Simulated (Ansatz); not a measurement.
# SrVO3 (Pm-3m): equation of state

How stiff is SrVO3 (Pm-3m)? Energies and pressures are computed at volumes on both sides of the relaxed cell and fitted.

Computed with Ansatz 0.2.0 (DFT PBE, scalar-relativistic, plane waves, PAW, unless a step's input says otherwise).

Spin polarisation is switched off on purpose; where the compound carries moments, volume, stiffness and gap are then not the real material's.

**1. The starting structure**

Symmetry: Pm-3m, No. 221, cubic system. The conventional cell has a = 3.858 Å, b = 3.858 Å, c = 3.858 Å, α = 90.00°, β = 90.00°, γ = 90.00°. Sr (site symmetry m-3m) has 12 O at 2.73 Å as nearest neighbours. V (site symmetry m-3m) is surrounded by 6 O at 1.93 Å. O (site symmetry 4/mmm) has 2 V at 1.93 Å and 4 Sr at 2.73 Å as nearest neighbours.

Structure file:

```cif
data_structure
_symmetry_space_group_name_H-M 'P 1'
_symmetry_Int_Tables_number 1
_cell_length_a 3.8578
_cell_length_b 3.8578
_cell_length_c 3.8578
_cell_angle_alpha 90.000
_cell_angle_beta 90.000
_cell_angle_gamma 90.000
_cell_volume 57.42
loop_
_atom_site_label
_atom_site_type_symbol
_atom_site_fract_x
_atom_site_fract_y
_atom_site_fract_z
_atom_site_occupancy
Sr1 Sr 0.50000 0.50000 0.50000 1
V1 V 0.00000 0.00000 0.00000 1
O1 O 0.50000 0.00000 0.00000 1
O2 O 0.00000 0.50000 0.00000 1
O3 O 0.00000 0.00000 0.50000 1
```

This cell comes from an earlier session at PBE: 11.483 Å³/atom at 0.00 GPa, on a 8×8×8 mesh.

Volume factors to run: 0.980, 1.020, 0.960, 1.040.

**2. Scaling the volume by 0.980**

input.yaml reads:

```yaml
crystal:
  lattice:
    - [3.8319541596, 0.0, 0.0]
    - [0.0, 3.8319541596, 0.0]
    - [0.0, 0.0, 3.8319541596]
  atoms:
    - { symbol: Sr, position: [0.5, 0.5, 0.5] }
    - { symbol: V, position: [0.0, 0.0, 0.0] }
    - { symbol: O, position: [0.5, 0.0, 0.0] }
    - { symbol: O, position: [0.0, 0.5, 0.0] }
    - { symbol: O, position: [0.0, 0.0, 0.5] }
basis:
  ecutwfc: 420
  ecutrho_ratio: 4
kpoints:
  mp_grid: { grid: [8, 8, 8] }
hamiltonian:
  xc: pbe
scf:
  occupations: { method: gaussian, width: 0.05 }
output:
  forces: true
  stress: true
  eigenvalues: true
```

On the command line:

```
ansatz run input.yaml --threads 1 --pin off --max-ram 2560MiB --backend cpu --events-out ev --progress --plain --runs-dir out
```

The runs that follow: Volume × 1.020; Scaling the volume by 0.960; At 1.040 of the relaxed volume.

**Question.** What will these runs give? Wanted: V0; B0; B0′; scatter of the fit.

**Answer**, as computed:

```
          quantity           value
                V0  11.483 Å³/atom
                B0         181 GPa
               B0′             4.5
scatter of the fit  0.003 meV/atom
```

**Reading.** The fitted minimum lies at 11.48 Å³/atom, and the bulk modulus is 181 GPa. One per cent of compression takes about 1.8 GPa. These are values at 0 K without zero-point motion. Spin polarisation wasn't allowed in this run.
